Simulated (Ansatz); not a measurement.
# C2H5AlO: the cost of one run

Program: Ansatz 0.2.0, driven from Python. Level of theory: CAM-B3LYP/cc-pVDZ. These are calculated values, not measurements.

## Step 1: The system

Bond lengths: C1–C2 1.266 Å, C2–O3 1.372 Å, C2–Al4 1.940 Å, C1–H5 1.109 Å, C1–H6 1.137 Å, O3–H7 1.046 Å, Al4–H8 1.575 Å, Al4–H9 1.679 Å. Angles: C1–C2–O3 118.2°, C1–C2–Al4 122.8°, O3–C2–Al4 119.0°, C2–C1–H5 124.1°, C2–C1–H6 123.0°, H5–C1–H6 112.8°, C2–O3–H7 122.2°, C2–Al4–H8 122.2°, C2–Al4–H9 119.0°, H8–Al4–H9 118.7°.

The script holds or builds the structure itself.

## Step 2: The code

c2h5alo_bde.py

```python
import ansatz as az


def total_energy(molecule, charge=0, unpaired=0):
    calc = (
        molecule.calculation()
        .basis(gaussian='cc-pVDZ')
        .functional('CAM-B3LYP')
        .accuracy('medium')
    )
    if charge:
        calc = calc.charge(charge)
    if unpaired:
        calc = calc.spin('collinear', total=unpaired)
    return calc.run().report['free_energy_ev']

def without(molecule, index):
    rest = az.Crystal.molecule()
    for i, site in enumerate(molecule.cartesian_sites):
        if i != index:
            rest = rest.atom(site.symbol, site.position_ang)
    return rest

geometry_ang = [
    ('C', (-0.2884, 1.2696, -0.6676)),
    ('C', (0.2575, 0.1761, -0.3365)),
    ('O', (1.4119, -0.1923, -0.9801)),
    ('Al', (-0.4469, -0.9699, 1.0614)),
    ('H', (0.0949, 1.9398, -1.4633)),
    ('H', (-1.2583, 1.6431, -0.2055)),
    ('H', (1.9466, -1.0522, -0.7182)),
    ('H', (0.246, -2.3257, 1.4627)),
    ('H', (-1.8748, -0.5348, 1.83)),
]
molecule = az.Crystal.molecule()
for symbol, xyz in geometry_ang:
    molecule = molecule.atom(symbol, xyz)

whole = total_energy(molecule, 0)
hydrogen = total_energy(az.Crystal.molecule().atom('H', (0, 0, 0)), 0, 1)
print(f'E(molecule) = {whole:.5f} eV, E(H) = {hydrogen:.5f} eV')
for index in [5, 6, 8]:
    radical = total_energy(without(molecule, index), 0, 1)
    print(f'H{index}: homolysis {(radical + hydrogen - whole):.3f} eV')
```

## Step 3: What the engine is handed

The engine receives this input (first run):

```yaml
crystal:
  periodic: [false, false, false]
  atoms:
    - { symbol: C, position_ang: [-0.2884, 1.2696, -0.6676] }
    - { symbol: C, position_ang: [0.2575, 0.1761, -0.3365] }
    - { symbol: O, position_ang: [1.4119, -0.1923, -0.9801] }
    - { symbol: Al, position_ang: [-0.4469, -0.9699, 1.0614] }
    - { symbol: H, position_ang: [0.0949, 1.9398, -1.4633] }
    - { symbol: H, position_ang: [-1.2583, 1.6431, -0.2055] }
    - { symbol: H, position_ang: [1.9466, -1.0522, -0.7182] }
    - { symbol: H, position_ang: [0.246, -2.3257, 1.4627] }
    - { symbol: H, position_ang: [-1.8748, -0.5348, 1.83] }
accuracy: medium
basis:
  gaussian:
    orbitals: cc-pVDZ
hamiltonian:
  xc: cam_b3lyp
```

## Step 4: The run

Run with:

```console
python c2h5alo_bde.py
```

What time and memory should one allow on 1 thread of Arm Neoverse N1, shared host?

About 62 s, with a peak of 0.29 GiB.
